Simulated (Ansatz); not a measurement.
**HBrF (doublet): the correlation ladder at distance Br1–H2 along a hydrogen transfer = 1.717 Å, cc-pVTZ**

Aim: climb from Hartree-Fock through coupled cluster and multireference methods for HBrF (doublet) at one geometry and basis, and see what each rung misses.

Program: Ansatz 0.2.0, Gaussian basis. Level of theory: cc-pVTZ, core rule «outside noble gas», up to 15 orbitals frozen. These are calculated values, not measurements.

To be run: UHF; CCSD(T) on ROHF; CCSD(T) on UHF; BCCD(T) on ROHF; CCSDT(Q) on ROHF; CCSDT(Q) on UHF; CASSCF and MRCISD+Q, 3 electrons in 3 orbitals; CASSCF and NEVPT2, 3 electrons in 3 orbitals; CASSCF and MRCISD+Q, 15 electrons in 9 orbitals; CASSCF and NEVPT2, 15 electrons in 9 orbitals.

1 further run of the same task is left out (it didn't finish).

### 1 The system

The geometry derives from fragments relaxed apart (PBE0/def2-TZVP) and kept rigid, so it is no stationary point. A hydrogen atom is moved between rigid fragments. No spin-orbit coupling is included. The filled d shell of Br may be among the frozen orbitals whatever the setting's name suggests; the logs give the count.

3 atoms, charge 0, spin multiplicity 2.

Atoms are counted from 1 here; the program's logs count them from 0.

Bond lengths: Br1–H2 1.717 Å.

### 2 UHF

The input, in.yaml:

```yaml
crystal:
  periodic: [false, false, false]
  atoms:
    - {symbol: Br, position_ang: [0.000000, 0.000000, -1.576667]}
    - {symbol: H, position_ang: [0.000000, 0.000000, 0.140333]}
    - {symbol: F, position_ang: [0.000000, 0.000000, 1.436333]}
basis:
  gaussian: {orbitals: cc-pVTZ}
magnetization: {spin_polarized: true, initial_magnetization: 1}
hamiltonian: {xc: hf}
output: {orbitals: {seedname: orbitals}}
```

Started as:

```
$ ansatz run in.yaml --threads 1 --pin off --events-out ev --progress --plain --max-ram 2816MiB --backend cpu
```

After this run come: CCSD(T) on ROHF; CCSD(T) on UHF; BCCD(T) on ROHF; CCSDT(Q) on ROHF; CCSDT(Q) on UHF; CASSCF and MRCISD+Q, 3 electrons in 3 orbitals; CASSCF and NEVPT2, 3 electrons in 3 orbitals; CASSCF and MRCISD+Q, 15 electrons in 9 orbitals; CASSCF and NEVPT2, 15 electrons in 9 orbitals.

Before running them: what should the planned runs give, taken together? Wanted: UCCSDT(Q) below the RHF energy; RMP2 from UCCSDT(Q); UMP2 from UCCSDT(Q); RCCSD from UCCSDT(Q); RCCSD(T) from UCCSDT(Q); UCCSD(T) from UCCSDT(Q); RCCSDT(Q) from UCCSDT(Q); NEVPT2 valence from UCCSDT(Q); MRCISD+Q valence from UCCSDT(Q).

As calculated:

| quantity | value |
| --- | --- |
| UCCSDT(Q) below the RHF energy | -12.6345 eV |
| RMP2 from UCCSDT(Q) | +872.1 meV |
| UMP2 from UCCSDT(Q) | +891.9 meV |
| RCCSD from UCCSDT(Q) | +432.9 meV |
| RCCSD(T) from UCCSDT(Q) | +43.4 meV |
| UCCSD(T) from UCCSDT(Q) | +41.1 meV |
| RCCSDT(Q) from UCCSDT(Q) | +7.6 meV |
| NEVPT2 valence from UCCSDT(Q) | +1918.7 meV |
| MRCISD+Q valence from UCCSDT(Q) | +279.9 meV |
| levels within 1 kcal/mol (43 meV) | RCCSD(T), UCCSD(T), BCCD(T), RCCSDT, UCCSDT, RCCSDT(Q) |
| T1 diagnostic | 0.017 |
| effectively unpaired electrons | 1.01 |

In words: RCCSD(T) misses by +43.4 meV, 0.3 % of the correlation energy. One determinant dominates. Of the multireference levels listed MRCISD+Q valence comes nearest in total energy (+279.9 meV), which doesn't show that its space is the better one. Coupled cluster took another determinant than the lowest Hartree-Fock one. These misses are within one basis, not against nature; the frozen cores of restricted and unrestricted runs differ, which can shift their rows.
